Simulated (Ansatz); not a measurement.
# BrH3Si: the cost of one run

Method: cc-pVTZ, core rule «outside noble gas», up to 19 orbitals frozen; program: Ansatz 0.2.0, Gaussian basis.

The runs, in order: UHF; CCSD(T) on RHF; CCSD(T) on UHF; BCCD(T) on RHF; CCSDT(Q) on RHF; CASSCF and NEVPT2, 2 electrons in 2 orbitals; CASSCF and NEVPT2, 14 electrons in 11 orbitals.

## Step 1: What is computed

The geometry derives from fragments relaxed apart (PBE0/def2-TZVP) and kept rigid, so it is no stationary point. A hydrogen atom is moved between rigid fragments. No spin-orbit coupling is included. The filled d shell of Br may be among the frozen orbitals whatever the setting's name suggests; the logs give the count.

5 atoms, charge 0, spin multiplicity 1.

Atoms are counted from 1 here; the program's logs count them from 0.

Bond lengths: Br1–H2 1.529 Å, Si3–H4 1.526 Å, Si3–H5 1.526 Å. Angles: H4–Si3–H5 91.2°.

## Step 2: UHF

in.yaml reads:

```yaml
crystal:
  periodic: [false, false, false]
  atoms:
    - {symbol: Br, position_ang: [-1.007108, 0.015876, 0.000000]}
    - {symbol: H, position_ang: [0.521892, 0.015876, 0.000000]}
    - {symbol: Si, position_ang: [2.614892, 0.015876, 0.000000]}
    - {symbol: H, position_ang: [3.227072, -0.858408, 1.090012]}
    - {symbol: H, position_ang: [3.227072, -0.858408, -1.090012]}
basis:
  gaussian: {orbitals: cc-pVTZ}
magnetization: {spin_polarized: true, initial_magnetization: 0}
hamiltonian: {xc: hf}
output: {orbitals: {seedname: orbitals}}
```

Command:

```bash
$ ansatz run in.yaml --threads 1 --pin off --events-out ev --progress --plain --max-ram 2816MiB --backend cpu
```

What time and memory should one allow on 1 thread of AMD EPYC 7R13, shared host?

About 6.5 s, with a peak of 0.41 GiB.
